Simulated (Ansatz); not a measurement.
# BFGeH4Si: how energies converge with the basis set

Aim: see how fast density functionals converge with the basis set for BFGeH4Si.

Method: one geometry, several basis sets; program: Ansatz 0.2.0, Gaussian basis.

The runs, in order: PBE0-D4/def2-SVP; ωB97M-V/def2-SVP; PBE0-D4/def2-QZVPP; ωB97M-V/def2-QZVPP; the functionals' def2-TZVPP values are taken from earlier runs.

**1. Structure used throughout**

An earlier PBE0-D4 in a triple-zeta def2 set relaxation fixed the geometry.

SMILES `F[SiH]1[BH][GeH2]1`, 8 atoms, charge 0, spin multiplicity 1.

Atoms are counted from 1 here; the program's logs count them from 0.

Bond lengths: F1–Si2 1.593 Å, Si2–B3 1.853 Å, Si2–Ge4 2.898 Å, Si2–H5 1.480 Å, B3–Ge4 1.921 Å, B3–H6 1.187 Å, Ge4–H7 1.537 Å, Ge4–H8 1.538 Å. Angles: F1–Si2–B3 128.9°, F1–Si2–Ge4 169.6°, F1–Si2–H5 105.5°, B3–Si2–Ge4 40.7°, B3–Si2–H5 125.6°, Ge4–Si2–H5 84.9°, Si2–B3–Ge4 100.3°, Si2–B3–H6 133.1°, Ge4–B3–H6 126.6°, Si2–Ge4–B3 39.0°, Si2–Ge4–H7 84.7°, Si2–Ge4–H8 166.8°, B3–Ge4–H7 123.7°, B3–Ge4–H8 127.8°, H7–Ge4–H8 108.5°.

Coordinates:

| atom | x (Å) | y (Å) | z (Å) |
| --- | --- | --- | --- |
| F1 | -2.8022 | -0.0970 | 1.0426 |
| Si2 | -1.2542 | -0.1521 | 0.6696 |
| B3 | -0.4001 | 0.4697 | -0.8532 |
| Ge4 | 1.4170 | -0.0023 | -0.4445 |
| H5 | -0.5960 | -0.8205 | 1.8146 |
| H6 | -0.7861 | 1.0141 | -1.8344 |
| H7 | 1.8434 | -0.7089 | 0.8525 |
| H8 | 2.6703 | 0.2398 | -1.3031 |

**2. PBE0-D4 in def2-SVP**

The input, in.yaml:

```yaml
crystal:
  periodic: [false, false, false]
  atoms:
    - {symbol: F, position_ang: [-2.802242, -0.096990, 1.042559]}
    - {symbol: Si, position_ang: [-1.254205, -0.152122, 0.669637]}
    - {symbol: B, position_ang: [-0.400132, 0.469738, -0.853153]}
    - {symbol: Ge, position_ang: [1.416999, -0.002278, -0.444537]}
    - {symbol: H, position_ang: [-0.595985, -0.820467, 1.814610]}
    - {symbol: H, position_ang: [-0.786075, 1.014126, -1.834400]}
    - {symbol: H, position_ang: [1.843417, -0.708935, 0.852474]}
    - {symbol: H, position_ang: [2.670323, 0.239828, -1.303089]}
basis:
  gaussian: {orbitals: def2-SVP}
hamiltonian: {xc: pbe0, dispersion: d4}
output: {orbitals: {seedname: orbitals}}
```

Command:

```sh
> ansatz run in.yaml --threads 2 --pin off --events-out ev --progress --plain --max-ram 4352MiB
```

The runs that follow: ωB97M-V in def2-SVP; PBE0-D4 in def2-QZVPP; ωB97M-V in def2-QZVPP.

**Question.** What will the summary of the whole plan be? Wanted: PBE0-D4: double and triple zeta above quadruple; ωB97M-V: double and triple zeta above quadruple.

The runs gave:

| quantity | value |
| --- | --- |
| PBE0-D4: double and triple zeta above quadruple | 15.92, 1.68 eV |
| ωB97M-V: double and triple zeta above quadruple | 15.98, 1.62 eV |

For PBE0-D4 the step from double to triple zeta gains 14.23 eV and the next only 1.68 eV. Total energies overstate the basis error of differences, where much of it tends to cancel.
